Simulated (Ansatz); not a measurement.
# Mn9Sb8: the cost of one run

Computed with Ansatz 0.2.0 (DFT PBE+U, scalar-relativistic, plane waves, PAW, unless a step's input says otherwise).

## 1. The starting structure

Symmetry: P-6m2, No. 187, hexagonal system. Conventional cell: a = 8.378 Å, b = 8.378 Å, c = 5.690 Å, α = 90.00°, β = 90.00°, γ = 120.00°. Mn (site symmetry m) has 3 Mn at 2.81 to 2.85 Å and 6 Sb at 2.81 Å as nearest neighbours. Mn (site symmetry 3m) is surrounded by 6 Sb at 2.81 Å and 2 Mn at 2.85 Å. Mn (site symmetry -6m2) has 3 Sb at 2.42 Å as nearest neighbours. Sb (site symmetry -6m2) is surrounded by 8 Mn at 2.81 to 2.85 Å. Sb (site symmetry mm2) is surrounded by 6 Mn at 2.81 Å. Sb (site symmetry mm2) is surrounded by 1 Mn at 2.42 Å. Around Sb (site symmetry -6m2) lie 6 Mn at 2.81 Å.

Coordinates:

```xyz
17
Lattice="8.3780 0.0000 0.0000 -4.1890 7.2556 0.0000 0.0000 0.0000 5.6900" Properties=species:S:1:pos:R:3 pbc="T T T"
Mn    0.0000    0.0000    0.0000
Mn   -2.0945    3.6278    0.0000
Mn    4.1890    0.0000    0.0000
Mn    2.0945    3.6278    0.0000
Mn    0.0000    0.0000    2.8450
Mn   -2.0945    3.6278    2.8450
Mn    4.1890    0.0000    2.8450
Mn    2.0945    3.6278    2.8450
Mn    0.0000    2.4185    4.2675
Sb    0.0000    2.4185    1.4225
Sb   -2.0945    6.0463    1.4225
Sb    4.1890    2.4185    1.4225
Sb    2.0945    6.0463    1.4225
Sb    2.0945    1.2093    4.2675
Sb    0.0000    4.8370    4.2675
Sb    6.2835    1.2093    4.2675
Sb    4.1890    4.8370    4.2675
```

The structure rests on an entry of the Crystallography Open Database; cell or positions may have been set otherwise for this series.

## 2. Relaxing the atoms: Mn9Sb8 defect cell, moments ++++++++−

input.yaml reads:

```yaml
crystal:
  lattice:
    - [8.378, 0.0, 0.0]
    - [-4.189, 7.2555608329, 0.0]
    - [0.0, 0.0, 5.69]
  atoms:
    - { symbol: Mn, position: [0.0, 0.0, 0.0], spin: 3.5 }
    - { symbol: Mn, position: [0.0, 0.5, 0.0], spin: 3.5 }
    - { symbol: Mn, position: [0.5, 0.0, 0.0], spin: 3.5 }
    - { symbol: Mn, position: [0.5, 0.5, 0.0], spin: 3.5 }
    - { symbol: Mn, position: [0.0, 0.0, 0.5], spin: 3.5 }
    - { symbol: Mn, position: [0.0, 0.5, 0.5], spin: 3.5 }
    - { symbol: Mn, position: [0.5, 0.0, 0.5], spin: 3.5 }
    - { symbol: Mn, position: [0.5, 0.5, 0.5], spin: 3.5 }
    - { symbol: Mn, position: [0.1666666667, 0.3333333333, 0.75], spin: -3.0 }
    - { symbol: Sb, position: [0.1666666667, 0.3333333333, 0.25] }
    - { symbol: Sb, position: [0.1666666667, 0.8333333333, 0.25] }
    - { symbol: Sb, position: [0.6666666667, 0.3333333333, 0.25] }
    - { symbol: Sb, position: [0.6666666667, 0.8333333333, 0.25] }
    - { symbol: Sb, position: [0.3333333333, 0.1666666667, 0.75] }
    - { symbol: Sb, position: [0.3333333333, 0.6666666667, 0.75] }
    - { symbol: Sb, position: [0.8333333333, 0.1666666667, 0.75] }
    - { symbol: Sb, position: [0.8333333333, 0.6666666667, 0.75] }
magnetization:
  spin_polarized: true
scf:
  occupations: { method: gaussian, width: 0.05 }
output:
  forces: true
  stress: false
  populations: true
  write_density: true
  write_potential: true
  elf: true
  volumetric_format: npy
hamiltonian:
  hubbard: { sites: [{ species: Mn, l: d, u_eff: 4.0 }] }
  xc: pbe
relax:
  f_tol: 0.02
kpoints:
  mp_grid: { grid: [6, 6, 8] }
```

The run is started by

```bash
> ansatz run input.yaml --threads 4 --pin off --max-ram 12288MiB --backend cpu --events-out ev --progress --plain --runs-dir out
```

What time and memory should one allow on 4 threads of Intel Xeon Platinum 8259CL at 2.50GHz (Skylake/Cascade Lake), shared host?

About 13 min, with a peak of 4.7 GiB.
